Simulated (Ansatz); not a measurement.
# GaH₄+ (singlet): B3LYP, r2SCANh over a scan of the distance Ga1–H2, cc-pVDZ

Aim: run GaH₄+ (singlet) with these functionals over a scan of the distance Ga1–H2, and hold them against the top wave-function level at the same points.

Computed with Ansatz 0.2.0, Gaussian basis. Level: cc-pVDZ, all electrons in the functionals.

To be run: B3LYP, r2SCANh, at 1.252 Å; 1.397 Å; 1.527 Å; 1.684 Å; 1.895 Å; 2.126 Å; 2.391 Å; 2.868 Å; 3.333 Å; 4.097 Å; 5.215 Å.

35 further runs of the same task are left out: 22 for a known fault of the program, 10 that didn't finish, 3 set aside as unsound or not needed.

### 1 What is computed

The geometry derives from a PBE0/def2-TZVP stationary point (not a proven minimum). One bond is set to the value named and the two fragments are kept rigid. No spin-orbit coupling is included. The filled d shell of Ga may be among the frozen orbitals whatever the setting's name suggests; the logs give the count.

5 atoms, charge 1, spin multiplicity 1.

Atoms are counted from 1 here; the program's logs count them from 0.

Bond lengths: Ga1–H2 1.527 Å, Ga1–H4 1.527 Å, H3–H5 0.765 Å. Angles: H2–Ga1–H4 169.3°.

No dispersion term is added. B3LYP takes the VWN-RPA correlation.

The geometry shown and the zero of energy belong to the point 1.527 Å. The yardstick, FCI, and other wave-function levels (R restricted, U unrestricted, valence and pair active spaces) come from earlier runs.

### 2 B3LYP, 1.252 Å

in.yaml reads:

```yaml
crystal:
  periodic: [false, false, false]
  atoms:
    - {symbol: Ga, position_ang: [0.000000, 0.003747, -0.055545]}
    - {symbol: H, position_ang: [0.000000, 1.250269, -0.172536]}
    - {symbol: H, position_ang: [0.000000, 0.386269, 2.106539]}
    - {symbol: H, position_ang: [0.000000, -1.516926, -0.198266]}
    - {symbol: H, position_ang: [0.000000, -0.378775, 2.106539]}
basis:
  gaussian: {orbitals: cc-pVDZ}
total_charge: 1
hamiltonian: {xc: {name: B3LYP}}
```

Launch:

```bash
$ ansatz run in.yaml --threads 1 --pin off --events-out ev --progress --plain --max-ram 2393MiB
```

Further steps of the session: B3LYP, 1.397 Å; B3LYP, 1.527 Å; B3LYP, 1.684 Å; B3LYP, 1.895 Å; B3LYP, 2.126 Å; B3LYP, 2.391 Å; B3LYP, 2.868 Å; B3LYP, 3.333 Å; B3LYP, 4.097 Å; B3LYP, 5.215 Å; r2SCANh, 1.252 Å; r2SCANh, 1.397 Å; r2SCANh, 1.527 Å; r2SCANh, 1.684 Å; r2SCANh, 1.895 Å; r2SCANh, 2.126 Å; r2SCANh, 2.391 Å; r2SCANh, 2.868 Å; r2SCANh, 3.333 Å; r2SCANh, 4.097 Å; r2SCANh, 5.215 Å.

Q: Predict the results of all the runs planned. Wanted: span of the FCI curve; largest miss, B3LYP; largest miss, r2SCANh.

As calculated:

| quantity | value |
| --- | --- |
| span of the FCI curve | 78.1 kcal/mol |
| largest miss, B3LYP | +3.1 kcal/mol (2.391 Å) |
| largest miss, r2SCANh | +5.4 kcal/mol (2.391 Å) |

**Reading.** Of the functionals, B3LYP keep the smallest largest miss at the points compared (at most 3.1 kcal/mol) and r2SCANh strays most (5.4 kcal/mol, at 2.391 Å). B3LYP, r2SCANh clearly break the spin symmetry at some points (⟨S²⟩ up to 1.00 above the pure value), so energy there is bought with a mixed spin. Functionals and the yardstick converge differently with the basis, so part of each miss in cc-pVDZ is the basis.
